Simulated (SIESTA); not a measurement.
CrN2:

```xyz
6
Lattice="3.9018 0.0000 0.0000 0.0000 4.8095 0.0000 0.0000 0.0000 2.7842" Properties=species:S:1:pos:R:3 pbc="T T T"
Cr    0.0000    0.0000    0.0000
Cr    1.9509    2.4048    1.3921
N     3.3796    2.8317    0.0000
N     0.5222    1.9778    0.0000
N     1.4287    4.3825    1.3921
N     2.4731    0.4270    1.3921
```

The cell comes from a database or a generator and needn't be the stable form of this composition.

Base run:

```yaml
Program: SIESTA 5.4.2
Functional: PBE
Potentials_or_basis: PseudoDojo 0.4 standard (PBE files)
Basis: DZP (energy shift 0.003 Ry; two zetas on semicore shells)
Grid_cutoff: 800 Ry
Energy_shift: 0.003 Ry
k_mesh: 7 × 6 × 10
Occupations: fermi-dirac, width 0.05 eV
Spin: collinear spin, ferromagnetic start
Starting_moments: "[3.0, 3.0, 0.0, 0.0, 0.0, 0.0] μB"
```

Its results: band gap on the k mesh none (metal or under the smearing width); pressure 2.3 GPa; net moment 4.28 μB per cell; site moments Cr +2.45; N -0.16 μB; largest force 0.843 eV/Å.

Task: The run is repeated on the same cell with these changes: functional from PBE to PBEsol; potentials or basis from PseudoDojo 0.4 standard (PBE files) to PseudoDojo 0.4 standard (PBEsol files). What comes out?

Result: Band gap on the k mesh none (metal or under the smearing width); pressure -6.6 GPa; net moment 4.26 μB per cell; site moments Cr +2.42; N -0.14 μB; largest force 0.893 eV/Å.

Caveats: the basis of atomic orbitals isn't converged, which shifts pressures, moduli and gaps; only a ferromagnetic start was run, and an antiferromagnetic order may lie lower in energy.

Not every run made on this cell is shown here.
